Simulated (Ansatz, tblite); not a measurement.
# The cluster Ge₃Te₇: a ladder of methods and basis sets

The task here is to estimate one member of a computed series from the others.

Computed with Ansatz 0.2.0, Gaussian basis. Level: as each input shows.

Plan: GFN1-xTB, GFN2-xTB, PBE-D4/def2-SVP, r2SCAN-D4/def2-SVP, MP2/def2-SVP.

11 further runs of the same task are left out: 9 that didn't finish, 2 set aside as unsound or not needed. Runs told in other sessions of the task aren't counted.

**The structure**

The geometry is that of the singlet, from an earlier relaxation (PBE-D4/def2-SVP). At that level it is the lowest of the isomers that a small search found.

10 atoms, charge 0, spin multiplicity 1.

Bond lengths: Ge1–Te4 2.866 Å, Ge1–Te7 2.805 Å, Ge1–Te9 2.721 Å, Ge2–Ge3 2.487 Å, Ge2–Te6 2.390 Å, Ge2–Te7 2.573 Å, Ge3–Te4 2.745 Å, Ge3–Te5 2.623 Å, Ge3–Te9 2.564 Å, Te4–Te10 2.843 Å, Te5–Te8 2.760 Å, Te8–Te10 2.747 Å. Angles: Te4–Ge1–Te7 75.1°, Te4–Ge1–Te9 95.2°, Te7–Ge1–Te9 105.5°, Ge3–Ge2–Te6 131.9°, Ge3–Ge2–Te7 97.2°, Te6–Ge2–Te7 130.5°, Ge2–Ge3–Te4 91.8°, Ge2–Ge3–Te5 126.0°, Ge2–Ge3–Te9 107.4°, Te4–Ge3–Te5 111.4°, Te4–Ge3–Te9 102.0°, Te5–Ge3–Te9 113.7°, Ge1–Te4–Ge3 73.9°, Ge1–Te4–Te10 117.1°, Ge3–Te4–Te10 94.0°, Ge3–Te5–Te8 93.2°, Ge1–Te7–Ge2 98.2°, Te5–Te8–Te10 97.2° and more.

Geometry (Å):

```mol
Ge3Te7
  3D, bonds by distance, orders not assigned

 10 12  0  0  0  0  0  0  0  0999 V2000
    2.0865    0.9651    1.9653 Ge  0  0
    0.5600   -2.2980    0.0773 Ge  0  0
   -0.7016   -0.1880    0.4556 Ge  0  0
    1.2574    1.3048   -0.7572 Te  0  0
   -3.0737    0.3833   -0.5063 Te  0  0
   -0.1026   -4.4177   -0.8059 Te  0  0
    2.8934   -1.3870    0.6672 Te  0  0
   -2.0379    1.7006   -2.6990 Te  0  0
   -0.4076    0.4483    2.9222 Te  0  0
   -0.4739    3.4886   -1.3193 Te  0  0
  1  4  8  0
  1  7  8  0
  1  9  8  0
  2  3  8  0
  2  6  8  0
  2  7  8  0
  3  4  8  0
  3  5  8  0
  3  9  8  0
  4 10  8  0
  5  8  8  0
  8 10  8  0
M  END
```

Te takes a core potential in the def2 sets. No spin-orbit coupling is included.

PBE0-D4/def2-SVP was run before; its log isn't repeated, and its numbers join the tables.

Set-up of the first run:

Tight binding, by tblite at 300 K electronic temperature and without a spin-polarisation term:

```python
tblite.interface.Calculator('GFN1-xTB', numbers, positions, charge=0, uhf=0).singlepoint()
```

Tight binding, by tblite at 300 K electronic temperature and without a spin-polarisation term:

```python
tblite.interface.Calculator('GFN2-xTB', numbers, positions, charge=0, uhf=0).singlepoint()
```

start.molden holds the orbitals of an earlier run on this state, given as this run's starting guess.

File in.yaml:

```yaml
crystal:
  periodic: [false, false, false]
  atoms:
    - {symbol: Ge, position_ang: [2.086472, 0.965087, 1.965321]}
    - {symbol: Ge, position_ang: [0.560037, -2.297969, 0.077263]}
    - {symbol: Ge, position_ang: [-0.701562, -0.188038, 0.455648]}
    - {symbol: Te, position_ang: [1.257363, 1.304769, -0.757151]}
    - {symbol: Te, position_ang: [-3.073728, 0.383331, -0.506329]}
    - {symbol: Te, position_ang: [-0.102596, -4.417657, -0.805870]}
    - {symbol: Te, position_ang: [2.893422, -1.387049, 0.667223]}
    - {symbol: Te, position_ang: [-2.037896, 1.700597, -2.698962]}
    - {symbol: Te, position_ang: [-0.407628, 0.448349, 2.922157]}
    - {symbol: Te, position_ang: [-0.473883, 3.488580, -1.319290]}
basis:
  gaussian: {orbitals: def2-SVP, initial_orbitals: start.molden}
hamiltonian: {xc: pbe, dispersion: d4}
scf: {omitted_lower_state_checks: [starts]}
output: {orbitals: {seedname: orbitals}}
```

Started as:

```console
$ ansatz run in.yaml --threads 4 --pin off --events-out ev --progress --plain --max-ram 6963MiB
```

Among the steps run: PBE-D4/def2-SVP; r2SCAN-D4/def2-SVP; MP2/def2-SVP.

One of the session's tables, all rows but one given; the rest of the session is left out.

It belongs to the step «Binding energy». 

| level | binding an atom (eV) |
| --- | --- |
| HF/def2-SVP | ? |
| PBE-D4/def2-SVP | 2.747 |
| r2SCAN-D4/def2-SVP | 2.535 |
| PBE0-D4/def2-SVP | 2.561 |
| MP2/def2-SVP | 2.239 |

Q: Estimate the row for HF/def2-SVP from the others.

The run gave: binding an atom (eV): 1.029. In the column «binding an atom (eV)» it is the lowest.

Limits of these values: Free atoms were run apart at each level; binding is atoms less cluster, divided by the number of atoms, without zero-point or spin-orbit terms.
